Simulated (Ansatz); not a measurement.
## BClH₃OP, SMILES OB(P)Cl: a rigid scan of one bond angle, step by step

With Ansatz's Python interface.

The cells in order, each with its output:

```python
import ansatz as az
from ase import Atoms
```

```python
atoms = Atoms(['O', 'B', 'P', 'Cl', 'H', 'H', 'H'], positions=[
    (-0.8158, 1.265, -0.3398),
    (-0.61, -0.1299, -0.3289),
    (0.3175, -0.9141, 1.1369),
    (-1.1369, -1.1828, -1.7077),
    (-0.0801, 1.6889, -0.8382),
    (0.8169, 0.3753, 1.666),
    (1.5697, -1.1704, 0.3661),
])
```

```python
# start the scan from a relaxed geometry
first = (
    az.Crystal.molecule_from_ase(atoms).calculation()
    .basis(gaussian='cc-pVDZ')
    .functional('r2SCAN')
    .relax(force_tolerance=0.02, max_steps=80)  # relax until the tolerances are met
)
atoms.positions = first.run().report['positions_ang']

rows = []
for angle in [90, 100, 110, 120, 135, 150, 165, 179]:
    bent = atoms.copy()
    bent.set_angle(1, 0, 4, angle, indices=[4])
    model = (
        az.Crystal.molecule_from_ase(bent).calculation()
        .basis(gaussian='cc-pVDZ')
        .functional('r2SCAN')
    )
    rows.append((angle, model.run().report['free_energy_ev']))
floor = min(e for _, e in rows)
for angle, e in rows:
    print(f'angle B1-O0-H4 = {angle:3d} deg   {1000 * (e - floor):9.1f} meV')
```

    angle B1-O0-H4 =  90 deg       308.9 meV
    angle B1-O0-H4 = 100 deg        86.1 meV
    angle B1-O0-H4 = 110 deg         0.0 meV
    angle B1-O0-H4 = 120 deg        24.4 meV
    angle B1-O0-H4 = 135 deg       204.5 meV
    angle B1-O0-H4 = 150 deg       459.1 meV
    angle B1-O0-H4 = 165 deg       679.7 meV
    angle B1-O0-H4 = 179 deg       779.9 meV

The scan is rigid, and the energies are electronic, in a modest basis. The zero is the lowest point of the grid, which needn't be the minimum. Wall time of the script: 93 s on 1 thread of Arm Neoverse V1, with other jobs on the host, peak memory 0.23 GiB.

(A comment or docstring line of the script was reworded after the run, the code is as it ran.)
